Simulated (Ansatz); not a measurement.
**CH2NSn radical: basis-set convergence**

One table from this session's results is given with a row withheld; the runs are named, their logs left out.

Computed with Ansatz 0.2.0, Gaussian basis. Level: one geometry, several basis sets.

The runs, in order: PBE0-D4/def2-SVP; ωB97M-V/def2-SVP; PBE0-D4/def2-QZVPP; ωB97M-V/def2-QZVPP; the functionals' def2-TZVPP values are taken from earlier runs.

## Structure used throughout

All runs share one geometry, relaxed beforehand with PBE0-D4 in a triple-zeta def2 set. Sn takes the def2 core potential; no spin-orbit term is included.

SMILES `N#[C][SnH2]`, 5 atoms, charge 0, spin multiplicity 2.

Atoms are counted from 1 here; the program's logs count them from 0.

Bond lengths: N1–C2 1.154 Å, C2–Sn3 2.115 Å, Sn3–H4 1.710 Å, Sn3–H5 1.710 Å. Angles: N1–C2–Sn3 175.8°, C2–Sn3–H4 105.7°, C2–Sn3–H5 105.7°, H4–Sn3–H5 113.6°.

The first run:

The input, in.yaml:

```yaml
crystal:
  periodic: [false, false, false]
  atoms:
    - {symbol: N, position_ang: [0.833754, -1.535681, 1.665645]}
    - {symbol: C, position_ang: [0.506019, -0.851546, 0.795963]}
    - {symbol: Sn, position_ang: [0.009632, 0.331063, -0.886257]}
    - {symbol: H, position_ang: [-1.648459, 0.038190, -1.184027]}
    - {symbol: H, position_ang: [0.348953, 1.944374, -0.432625]}
basis:
  gaussian: {orbitals: def2-SVP}
magnetization: {spin_polarized: true, initial_magnetization: 1}
hamiltonian: {xc: pbe0, dispersion: d4}
output: {orbitals: {seedname: orbitals}}
```

Run with:

```console
$ ansatz run in.yaml --threads 2 --pin off --events-out ev --progress --plain --max-ram 32768MiB --backend cpu
```

Steps of the session up to this table: PBE0-D4 in def2-SVP; ωB97M-V in def2-SVP; PBE0-D4 in def2-QZVPP; ωB97M-V in def2-QZVPP.

One of the session's tables, all rows but one given; the rest of the session is left out.

It belongs to the step «Density functionals: the series». 

```
functional       basis  HOMO (eV)  LUMO (eV)
   PBE0-D4    def2-SVP      -6.97      -3.92
   PBE0-D4  def2-TZVPP      -7.05      -4.00
   PBE0-D4  def2-QZVPP      -7.06      -4.01
   ωB97M-V    def2-SVP      -8.94      -2.12
   ωB97M-V  def2-TZVPP      -9.07      -2.27
   ωB97M-V  def2-QZVPP          ?          ?
```

Estimate the missing values for ωB97M-V, def2-QZVPP.

**Answer.** HOMO (eV): -9.08; LUMO (eV): -2.29. In the column «HOMO (eV)» it is the lowest.
